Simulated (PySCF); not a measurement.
# C₃H₇FSi: electronic excitations and core binding energies

What electronic excitations and core binding energies should C₃H₇FSi (`C=C[C@H](F)[SiH3]`) show?

Computed with PySCF 2.14.0, with density-fitted response routines of our own, on a single molecule in the gas phase. Atoms are numbered from 0 throughout.

### 1 The molecule as given

12 atoms, charge 0, multiplicity 1; geometry from: GFN2-xTB.

Bonds of the start (Å): C0–C1 1.32, C1–C2 1.49, C2–F3 1.39, C2–Si4 1.93, C0–H5 1.08, C0–H6 1.08, C1–H7 1.08, C2–H8 1.10, Si4–H9 1.46, Si4–H10 1.46, Si4–H11 1.46.

### 2 Ultraviolet spectrum: CAM-B3LYP/def2-SVPD

What the job is given:

```
{"job": {"kind": "uv", "xc": "CAM-B3LYP", "basis": "def2-SVPD", "nstates": 8, "ntriplets": 3}, "charge": 0, "multiplicity": 1}
C     -1.725768     0.598405     0.746448
C     -1.047066    -0.404433     0.218367
C      0.007577    -0.251587    -0.816484
F      0.080341    -1.406924    -1.590632
Si     1.749301     0.021594    -0.025005
H     -2.455018     0.444085     1.522213
H     -1.575878     1.615403     0.422383
H     -1.206009    -1.421689     0.548709
H     -0.239239     0.555419    -1.514982
H      2.018687    -1.105150     0.864236
H      1.675063     1.279847     0.714948
H      2.719207     0.074345    -1.116227
```

Level: TDDFT CAM-B3LYP/def2-SVPD, vertical, gas phase, core orbitals frozen in the response.

Launch:

```bash
$ OMP_NUM_THREADS=1 python probes_run.py task.json out
```

The driver reads the jobs from task.json and runs them one after another.

The log of the run:

```text
coarse grid: 10312 points
cycle   1  E = -507.3706853199  dE =  3.579e-01  |g| = 4.690e-01  |ddm| = 4.521e+00
cycle   2  E = -507.3629104219  dE =  7.775e-03  |g| = 5.739e-01  |ddm| = 1.068e+00
cycle   3  E = -507.4163327108  dE = -5.342e-02  |g| = 5.130e-02  |ddm| = 4.936e-01
cycle   4  E = -507.4168206013  dE = -4.879e-04  |g| = 2.187e-02  |ddm| = 9.903e-02
cycle   5  E = -507.4169440659  dE = -1.235e-04  |g| = 4.025e-03  |ddm| = 4.442e-02
cycle   6  E = -507.4169485022  dE = -4.436e-06  |g| = 6.344e-04  |ddm| = 8.874e-03
final grid: 94760 points
cycle   7  E = -507.4912432462  dE = -1.950e-05  |g| = 3.785e-03  |ddm| = 5.313e-02
cycle   8  E = -507.4912422508  dE =  9.954e-07  |g| = 4.703e-03  |ddm| = 9.781e-03
cycle   9  E = -507.4912459452  dE = -3.694e-06  |g| = 3.105e-04  |ddm| = 3.795e-03
cycle  10  E = -507.4912459643  dE = -1.917e-08  |g| = 1.138e-04  |ddm| = 5.498e-04
cycle  11  E = -507.4912459678  dE = -3.438e-09  |g| = 2.200e-05  |ddm| = 2.475e-04
cycle  12  E = -507.4912459679  dE = -1.282e-10  |g| = 1.111e-05  |ddm| = 5.920e-05
converged SCF energy = -507.4912459679

Static polarisability (au): isotropic 65.514, principal 55.939 60.922 79.680

Singlet excitations
state   eV       nm        f      main configurations
  1   6.6230    187.2   0.32071   H->L 0.92
  2   7.0717    175.3   0.00151   H->L+1 0.88
  3   7.4893    165.5   0.01510   H->L+3 0.71, H->L+4 0.10
  4   7.7612    159.7   0.00604   H->L+4 0.63, H->L+2 0.12
  5   7.8161    158.6   0.02640   H-1->L 0.61, H-2->L 0.14
  6   7.9929    155.1   0.11383   H->L+2 0.68, H->L+4 0.12
  7   8.0246    154.5   0.00204   H->L+5 0.79, H->L+3 0.10
  8   8.3940    147.7   0.01128   H->L+6 0.72, H->L+7 0.11

Triplet excitations (Tamm-Dancoff, eV): 4.2493 6.7943 6.9339
```

It took 38 s on 1 thread of Arm Neoverse N1, shared host; peak memory 0.72 GiB.

The orbitals next to the gap, with their largest atomic shares:

```
orbital      eV                        atoms
 HOMO−3  -11.59  Si4 39 %, H10 26 %, H9 19 %
 HOMO−2  -11.17  Si4 22 %, H11 14 %, C2 13 %
 HOMO−1  -10.61    F3 26 %, C1 18 %, C2 18 %
   HOMO   -8.79    C0 30 %, C1 24 %, C2 15 %
   LUMO    0.75   C0 28 %, C1 25 %, Si4 12 %
 LUMO+1    1.23   Si4 36 %, C0 11 %, H10 9 %
 LUMO+2    1.51  Si4 50 %, H10 12 %, H9 12 %
```

With each of the 8 states as a Gaussian band of 0.4 eV half-width at 1/e, the curve within the window shown has maxima at 188 nm (ε 13,000), 156 nm (ε 6,100) L/(mol cm). Beyond the last state computed it falls off for lack of states. The curve at chosen wavelengths:

nm, ε (L/mol/cm) and a bar:
```
      143        489 
      146       1333 ##
      148       2281 ####
      151       4116 #########
      153       5252 ###########
      156       6078 #############
      158       5856 #############
      161       4664 ##########
      163       3663 ########
      166       2394 #####
      168       1891 ###
      171       1858 ###
      173       2421 #####
      176       4248 #########
      178       6042 #############
      181       9118 #####################
      183      10986 #########################
      186      12760 #############################
      188      12990 ##############################
      191      11907 ###########################
      193      10468 ########################
      196       7829 ##################
      198       6072 #############
      201       3817 ########
      203       2661 #####
      206       1443 ##
```

Ground-state properties from the same run:

```
           property  computed
  dipole moment (D)      1.75
polarisability (Å³)      9.71
 HOMO–LUMO gap (eV)      9.54
      −ε(HOMO) (eV)      8.79
```

### 3 X-ray photoelectron lines: SCAN, X2C

The job, as its differences from that of step 2:

```diff
@@ -1,2 +1,2 @@
-{"job": {"kind": "uv", "xc": "CAM-B3LYP", "basis": "def2-SVPD", "nstates": 8, "ntriplets": 3}, "charge": 0, "multiplicity": 1}
+{"job": {"kind": "xps"}, "charge": 0, "multiplicity": 1}
 C     -1.725768     0.598405     0.746448
```

With the program's defaults for keys left out, this is: delta-SCF UKS SCAN, pcX-2 on the ionised atom, pcseg-1 elsewhere, spin-free X2C.

The log of the run:

```text
ground state, core basis on atom 0 (C), 140 functions
  cycle   1  E = -508.32105557  |g| = 5.04e-01
  cycle   2  E = -508.27055694  |g| = 7.33e-01
  cycle   3  E = -508.37273726  |g| = 1.03e-01
  cycle   4  E = -508.37449049  |g| = 4.32e-02
  cycle   5  E = -508.37493722  |g| = 1.23e-02
  cycle   6  E = -508.37496718  |g| = 5.60e-03
  cycle   7  E = -508.37497605  |g| = 7.22e-04
  cycle   8  E = -508.37497434  |g| = 1.63e-04
  E(ground) = -508.40824565 Eh
hole in C 1s of atom 0
  cycle   1  E = -497.12960924  |g| = 1.50e+00
  cycle   2  E = -496.08207001  |g| = 1.96e+00
  cycle   3  E = -497.56930918  |g| = 5.45e-01
  cycle   4  E = -497.66841257  |g| = 3.17e-01
  cycle   5  E = -497.70332650  |g| = 1.07e-01
  cycle   6  E = -497.70721780  |g| = 3.82e-02
  cycle   7  E = -497.70795207  |g| = 7.31e-03
  cycle   8  E = -497.70798526  |g| = 4.50e-03
  cycle   9  E = -497.70799999  |g| = 2.27e-03
  cycle  10  E = -497.70800633  |g| = 9.81e-04
  cycle  11  E = -497.70800690  |g| = 2.87e-04
  E(ion) = -497.74083588 Eh   <S^2> = 0.7824   hole on atom = 1.000   binding energy = 290.275 eV
ground state, core basis on atom 1 (C), 140 functions
  cycle   1  E = -508.37598199  |g| = 6.33e-02
  cycle   2  E = -508.37516258  |g| = 6.38e-02
  cycle   3  E = -508.37587077  |g| = 3.69e-02
  cycle   4  E = -508.37623359  |g| = 6.71e-03
  cycle   5  E = -508.37624455  |g| = 1.17e-03
  cycle   6  E = -508.37624596  |g| = 3.79e-04
  E(ground) = -508.40967890 Eh
hole in C 1s of atom 1
  cycle   1  E = -497.11586360  |g| = 1.51e+00
  cycle   2  E = -496.27005608  |g| = 1.94e+00
  cycle   3  E = -497.58156891  |g| = 4.97e-01
  cycle   4  E = -497.64267898  |g| = 3.15e-01
  cycle   5  E = -497.68666975  |g| = 6.96e-02
  cycle   6  E = -497.68886184  |g| = 1.93e-02
  cycle   7  E = -497.68913030  |g| = 9.18e-03
  cycle   8  E = -497.68925288  |g| = 4.95e-03
  cycle   9  E = -497.68932947  |g| = 3.65e-03
  cycle  10  E = -497.68938436  |g| = 3.23e-03
  cycle  11  E = -497.68940236  |g| = 1.84e-03
  cycle  12  E = -497.68941115  |g| = 7.20e-04
  cycle  13  E = -497.68941224  |g| = 2.71e-04
  E(ion) = -497.72177790 Eh   <S^2> = 0.8286   hole on atom = 1.000   binding energy = 290.833 eV
ground state, core basis on atom 2 (C), 140 functions
  cycle   1  E = -508.37888891  |g| = 5.97e-02
  cycle   2  E = -508.37867473  |g| = 3.65e-02
  cycle   3  E = -508.37861769  |g| = 3.87e-02
  cycle   4  E = -508.37900484  |g| = 6.68e-03
  cycle   5  E = -508.37901637  |g| = 7.70e-04
  cycle   6  E = -508.37901697  |g| = 1.71e-04
  E(ground) = -508.41128345 Eh
hole in C 1s of atom 2
  cycle   1  E = -497.05935294  |g| = 1.51e+00
  cycle   2  E = -495.05565135  |g| = 2.43e+00
  cycle   3  E = -497.44621200  |g| = 6.27e-01
  cycle   4  E = -497.54851989  |g| = 4.50e-01
  cycle   5  E = -497.62392360  |g| = 1.18e-01
  cycle   6  E = -497.62835633  |g| = 4.68e-02
  cycle   7  E = -497.62939626  |g| = 1.77e-02
  cycle   8  E = -497.62952631  |g| = 8.75e-03
  cycle   9  E = -497.62957223  |g| = 1.92e-03
  cycle  10  E = -497.62957795  |g| = 9.28e-04
  cycle  11  E = -497.62958155  |g| = 5.22e-04
  cycle  12  E = -497.62958191  |g| = 4.15e-04
  E(ion) = -497.66180116 Eh   <S^2> = 0.7739   hole on atom = 1.000   binding energy = 292.508 eV
ground state, core basis on atom 3 (F), 140 functions
  cycle   1  E = -508.41957445  |g| = 1.17e-01
  cycle   2  E = -508.41920269  |g| = 6.17e-02
  cycle   3  E = -508.41911260  |g| = 6.72e-02
  cycle   4  E = -508.41974650  |g| = 3.77e-03
  cycle   5  E = -508.41975047  |g| = 6.16e-04
  cycle   6  E = -508.41974911  |g| = 3.64e-04
  E(ground) = -508.45427826 Eh
hole in F 1s of atom 3
  cycle   1  E = -482.08216832  |g| = 2.58e+00
  cycle   2  E = -481.44362832  |g| = 2.38e+00
  cycle   3  E = -482.64175095  |g| = 7.90e-01
  cycle   4  E = -482.84941090  |g| = 4.74e-01
  cycle   5  E = -482.96345043  |g| = 1.74e-01
  cycle   6  E = -482.97882187  |g| = 6.69e-02
  cycle   7  E = -482.98101810  |g| = 6.02e-03
  cycle   8  E = -482.98102858  |g| = 4.05e-03
  cycle   9  E = -482.98103745  |g| = 1.18e-03
  cycle  10  E = -482.98103929  |g| = 4.47e-04
  E(ion) = -483.02130169 Eh   <S^2> = 0.7576   hole on atom = 1.000   binding energy = 692.067 eV
ground state, core basis on atom 4 (Si), 151 functions
  cycle   1  E = -508.46637460  |g| = 2.91e-01
  cycle   2  E = -508.46567693  |g| = 9.12e-02
  cycle   3  E = -508.46435189  |g| = 1.25e-01
  cycle   4  E = -508.46686766  |g| = 1.09e-02
  cycle   5  E = -508.46688275  |g| = 3.30e-03
  cycle   6  E = -508.46688621  |g| = 7.18e-04
  cycle   7  E = -508.46688655  |g| = 1.55e-04
  E(ground) = -508.45845896 Eh
hole in Si 1s of atom 4
  cycle   1  E = -439.54175290  |g| = 4.35e+00
  cycle   2  E = -439.62416174  |g| = 2.12e+00
  cycle   3  E = -440.21272303  |g| = 8.13e-01
  cycle   4  E = -440.53053564  |g| = 3.80e-01
  cycle   5  E = -440.58203392  |g| = 1.92e-01
  cycle   6  E = -440.59962274  |g| = 4.87e-02
  cycle   7  E = -440.60062370  |g| = 2.21e-02
  cycle   8  E = -440.60079875  |g| = 1.00e-02
  cycle   9  E = -440.60084424  |g| = 2.74e-03
  cycle  10  E = -440.60084826  |g| = 5.89e-04
  cycle  11  E = -440.60084850  |g| = 3.33e-04
  E(ion) = -440.60023941 Eh   <S^2> = 0.7526   hole on atom = 1.000   binding energy = 1846.516 eV
hole in Si 2p of atom 4
  cycle   1  E = -504.19828520  |g| = 1.23e+00
  cycle   2  E = -504.05336512  |g| = 1.09e+00
  cycle   3  E = -504.46426578  |g| = 3.21e-01
  cycle   4  E = -504.51181281  |g| = 1.47e-01
  cycle   5  E = -504.51856932  |g| = 7.08e-02
  cycle   6  E = -504.52118270  |g| = 1.97e-02
  cycle   7  E = -504.52137799  |g| = 6.48e-03
  cycle   8  E = -504.52138907  |g| = 3.57e-03
  cycle   9  E = -504.52139708  |g| = 6.15e-04
  cycle  10  E = -504.52139747  |g| = 4.44e-04
  E(ion) = -504.52454132 Eh   <S^2> = 0.7528   hole on atom = 1.002   binding energy = 107.047 eV
  2p3/2 = 106.833 eV   2p1/2 = 107.456 eV
```

Wall time 90 s (1 thread of Arm Neoverse N1, shared host); peak memory 0.49 GiB.

Binding energies by hole, beside the orbital energy of the ground state; the difference holds orbital relaxation and, for a density functional, its self-interaction error:

```
       hole  stands for                        environment  ΔSCF (eV; 2p as the shell's mean)  −ε (eV)   ⟨S²⟩
  C1s on C0          C0               terminal =CH2 carbon                             290.28    273.6  0.782
  C1s on C1          C1                          alkene CH                             290.83    274.1  0.829
  C1s on C2          C2  allylic sp3 CH bonded to F and Si                             292.51    275.7  0.774
  F1s on F3          F3          fluorine on an sp3 carbon                             692.07    666.3  0.758
Si1s on Si4         Si4           silicon bonded to C, 3 H                            1846.52   1793.3  0.753
Si2p on Si4         Si4           silicon bonded to C, 3 H                             107.04     96.2  0.753
```

With the spin-orbit splitting: Si4 2p3/2 106.83, 2p1/2 107.46 eV. The table gives each 2p level as the mean over the whole 2p shell (two parts 2p3/2, one part 2p1/2), which differs a little from the single hole in the log.

### 4 What came out

| quantity | value |
| --- | --- |
| lowest singlet (CAM-B3LYP/def2-SVPD) | 6.62 eV (187 nm), f = 0.321 |
| lowest triplet | 4.25 eV |
| C1s binding energies, SCAN/pcX-2 | C2 292.51, C1 290.83, C0 290.28 eV |
| F1s binding energies, SCAN/pcX-2 | F3 692.07 eV |
| Si1s binding energies, SCAN/pcX-2 | Si4 1846.52 eV |
| Si2p binding energies, SCAN/pcX-2 | Si4 107.04 eV |

In words: The lowest singlet, at 6.62 eV, is HOMO→LUMO 0.92 and is bright. The lowest triplet lies 2.37 eV below the lowest singlet (triplets in Tamm-Dancoff, singlets in full TDDFT). C2 (allylic sp3 CH bonded to F and Si) binds its C1s electron 2.23 eV more tightly than C0 (terminal =CH2 carbon).
